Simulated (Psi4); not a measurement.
# Si2H5OF (SMILES O[SiH](F)[SiH3]): TPSSh/6-31G(d) (spherical functions)

What is the energy change on altering one bond length of Si2H5OF at TPSSh/6-31G* (spherical functions)? 

The calculation is run with Psi4 1.11.

2 further runs of the same task are left out: 2 set aside as unsound or not needed.

## 1. The molecule

The species is Si2H5OF (9 atoms), meant as a singlet with charge 0. SMILES: `O[SiH](F)[SiH3]`. The coordinates come from a PBE0-D4/def2-TZVP relaxation. This is one conformer, not always the lowest.

Bond lengths: O1–Si2 1.636 Å, Si2–F3 1.603 Å, Si2–Si4 2.339 Å, O1–H5 0.959 Å, Si2–H6 1.488 Å, Si4–H7 1.487 Å, Si4–H8 1.487 Å, Si4–H9 1.486 Å. Some angles: O1–Si2–F3 110.2°, O1–Si2–Si4 106.9°, F3–Si2–Si4 109.3°, O1–Si2–H6 110.6°, F3–Si2–H6 105.0°, Si4–Si2–H6 114.9°, Si2–O1–H5 118.9°, Si2–Si4–H7 109.6°, Si2–Si4–H8 109.5°, Si2–Si4–H9 110.3°.

## 2. The energy at TPSSh/6-31G(d) (spherical functions)

File fh5osi2.xyz:

```xyz
9
FH5OSi2
O     -0.392500    -0.610800     1.768100
Si    -0.831500    -0.160600     0.257700
F     -1.775600     1.133800     0.319400
Si     1.135000     0.371100    -0.891700
H     -1.050500    -1.005600     2.343000
H     -1.664600    -1.215400    -0.380600
H      0.798700     0.860600    -2.255200
H      1.981700    -0.845200    -1.013900
H      1.887800     1.425600    -0.163800
```

File fh5osi2.py:

```python
import psi4

psi4.set_memory('1600 MB')
psi4.set_num_threads(1)
psi4.core.set_output_file('output.dat', False)

with open('fh5osi2.xyz') as f:
    atoms = ''.join(f.readlines()[2:])
m = psi4.geometry('0 1\n' + atoms + 'symmetry c1\nno_reorient\nno_com')

psi4.set_options({
    'puream': True,
    'e_convergence': 1e-09,
    'd_convergence': 1e-08,
    'scf_type': 'pk',
    'dft_radial_points': 99,
    'dft_spherical_points': 590,
})

E, wfn = psi4.energy('tpssh/6-31G*', molecule=m, return_wfn=True)
psi4.oeprop(wfn, 'QUADRUPOLE', 'WIBERG_LOWDIN_INDICES', 'MAYER_INDICES', title='TPSSH')
print(f'total energy {E:.8f} hartree = {E * 27.211386:.5f} eV')
```

The run is started by

```bash
$ python fh5osi2.py
```

output.dat:

```text
[...]
  Running in c1 symmetry.
[...]
  Nuclear repulsion =  227.836453995710258
[...]
  Multiplicity = 1
[...]
  Nalpha       = 25
  Nbeta        = 25
[...]
    Number of basis functions: 74
[...]
   @RKS iter   1:  -756.94289531921629   -4.06313e-01   9.56060e-03 ADIIS/DIIS
[...]
   @RKS iter  11:  -757.13820999128995   -3.06954e-12   6.06247e-09 DIIS
[...]
    Orbital Energies [Eh]
    ---------------------
    Doubly Occupied:
       1A    -66.033826     2A    -65.970214     3A    -24.596650
       4A    -19.083587     5A     -5.259165     6A     -5.210040
       7A     -3.608758     8A     -3.606691     9A     -3.604670
      10A     -3.556669    11A     -3.556603    12A     -3.556443
      13A     -1.149112    14A     -0.995957    15A     -0.568316
      16A     -0.515647    17A     -0.480498    18A     -0.424364
      19A     -0.407326    20A     -0.382074    21A     -0.346105
      22A     -0.343249    23A     -0.336974    24A     -0.317258
      25A     -0.279175
[...]
  @RKS Final Energy:  -757.13820999128995
   => Energetics <=
    Nuclear Repulsion Energy =            227.8364539957102579
    One-Electron Energy =               -1502.8048939037278160
    Two-Electron Energy =                 574.6744270707247324
    DFT Exchange-Correlation Energy =     -56.8441971539972073
    Empirical Dispersion Energy =           0.0000000000000000
    VV10 Nonlocal Energy =                  0.0000000000000000
    Total Energy =                       -757.1382099912899548
[...]
 Multipole Moments:
 ------------------------------------------------------------------------------------
     Multipole            Electronic (a.u.)      Nuclear  (a.u.)        Total (a.u.)
 ------------------------------------------------------------------------------------
 L = 1.  Multiply by 2.5417464519 to convert [e a0] to [Debye]
 Dipole X            :         24.2049808          -24.4120490           -0.2070682
 Dipole Y            :        -14.6883867           14.1442221           -0.5441646
 Dipole Z            :        -12.4140843           12.6099535            0.1958692
 Magnitude           :                                                    0.6142939
 L = 2.  Multiply by 1.3450342976 to convert [e a0^2] to [Debye ang]
 Quadrupole XX       :       -277.0583441          247.5647070          -29.4936371
 Quadrupole XY       :         15.4646902          -13.0384156            2.4262746
[...]
```

The script printed:

```text
total energy -757.13820999 hartree = -20602.78009 eV
```

Wall time 23 s (1 thread of AMD EPYC 9R45 (Zen 5), shared host); peak memory 0.99 GiB.

## 3. The distorted shape at the same level

File input.dat:

```
memory 1600 MB

molecule m {
  0 1
  O
  Si 1 R2
  F 2 R3 1 A3
  Si 2 R4 3 A4 1 D4
  H 1 R5 2 A5 3 D5
  H 2 R6 3 A6 1 D6
  H 4 R7 2 A7 6 D7
  H 4 R8 7 A8 2 D8
  H 4 R9 8 A9 7 D9

  R2 = 1.636065
  R3 = 1.60331
  A3 = 110.15924
  R4 = 2.339006
  A4 = 109.29643
  D4 = -117.16473
  R5 = 0.958823
  A5 = 118.86173
  D5 = 71.48264
  R6 = 1.48798
  A6 = 105.01799
  D6 = 119.06696
  R7 = 1.487226
  A7 = 109.58651
  D7 = 59.96519
  R8 = 1.487017
  A8 = 108.82201
  D8 = 119.66221
  R9 = 1.709
  A9 = 109.40302
  D9 = -119.32437
  units angstrom
  symmetry c1
  no_reorient
  no_com
}

set {
  basis 6-31G*
  puream true
  e_convergence 1e-09
  d_convergence 1e-08
  scf_type pk
  dft_radial_points 99
  dft_spherical_points 590
}

e_tot, wfn = energy("tpssh", return_wfn=True)
oeprop(wfn, "MULLIKEN_CHARGES", "MAYER_INDICES", "QUADRUPOLE", title="TPSSH")
```

The run is started by

```bash
$ psi4 -i input.dat -o output.dat -n 1
```

output.dat:

```text
[...]
  Running in c1 symmetry.
[...]
  Nuclear repulsion =  226.960609881574698
[...]
  Multiplicity = 1
[...]
  Nalpha       = 25
  Nbeta        = 25
[...]
    Number of basis functions: 74
[...]
   @RKS iter   1:  -756.92990131248575   -4.42432e-01   9.56233e-03 DIIS/ADIIS
[...]
   @RKS iter  11:  -757.12557104921552   -1.25056e-12   4.47838e-09 DIIS
[...]
  @RKS Final Energy:  -757.12557104921552
   => Energetics <=
    Nuclear Repulsion Energy =            226.9606098815746975
    One-Electron Energy =               -1500.9096484371505085
    Two-Electron Energy =                 573.6210223403976443
    DFT Exchange-Correlation Energy =     -56.7975548340374203
    Empirical Dispersion Energy =           0.0000000000000000
    VV10 Nonlocal Energy =                  0.0000000000000000
    Total Energy =                       -757.1255710492155231
[...]
 Multipole Moments:
 ------------------------------------------------------------------------------------
     Multipole            Electronic (a.u.)      Nuclear  (a.u.)        Total (a.u.)
 ------------------------------------------------------------------------------------
 L = 1.  Multiply by 2.5417464519 to convert [e a0] to [Debye]
 Dipole X            :         -3.2266270            2.6045647           -0.6220623
 Dipole Y            :         -4.8379076            5.1212066            0.2832990
 Dipole Z            :         -0.3233293            0.0951415           -0.2281878
 Magnitude           :                                                    0.7206174
 L = 2.  Multiply by 1.3450342976 to convert [e a0^2] to [Debye ang]
 Quadrupole XX       :       -220.1867012          192.3069932          -27.8797080
 Quadrupole XY       :       -118.7701437          118.8409736            0.0708299
[...]
  Mulliken Charges: (a.u.)
   Center  Symbol    Alpha    Beta     Spin     Total
       1     O     4.35633  4.35633  0.00000 -0.71267
       2    SI     6.55567  6.55567  0.00000  0.88866
       3     F     4.69266  4.69266  0.00000 -0.38531
       4    SI     6.94938  6.94938  0.00000  0.10125
       5     H     0.27908  0.27908  0.00000  0.44183
       6     H     0.56779  0.56779  0.00000 -0.13559
       7     H     0.53016  0.53016  0.00000 -0.06032
       8     H     0.53051  0.53051  0.00000 -0.06102
       9     H     0.53842  0.53842  0.00000 -0.07684
   Total alpha = 25.00000, Total beta = 25.00000, Total charge = -0.00000
[...]
```

Wall time 23 s (1 thread of AMD EPYC 9R45 (Zen 5), shared host); peak memory 0.99 GiB.

## 4. Outcome

At TPSSh/6-31G* (spherical functions):

```
                                                          quantity          value
                                         first shape: total energy  -757.13821 Eh
                                        first shape: dipole moment         1.56 D
                                          first shape: HOMO energy       -7.60 eV
                                          first shape: LUMO energy       -0.04 eV
                                        first shape: HOMO–LUMO gap        7.56 eV
                                     distorted shape: total energy  -757.12557 Eh
                                    distorted shape: dipole moment         1.83 D
                                      distorted shape: HOMO energy       -7.65 eV
                                      distorted shape: LUMO energy       -0.36 eV
                                    distorted shape: HOMO–LUMO gap        7.29 eV
energy change with the Si4–H9 bond stretched from 1.486 to 1.709 Å       0.344 eV
```

**Reading.** With the Si4–H9 bond stretched from 1.486 to 1.709 Å the energy rises by 0.34 eV (33.2 kJ/mol). The first shape isn't relaxed at this level, so the change isn't measured from a minimum.
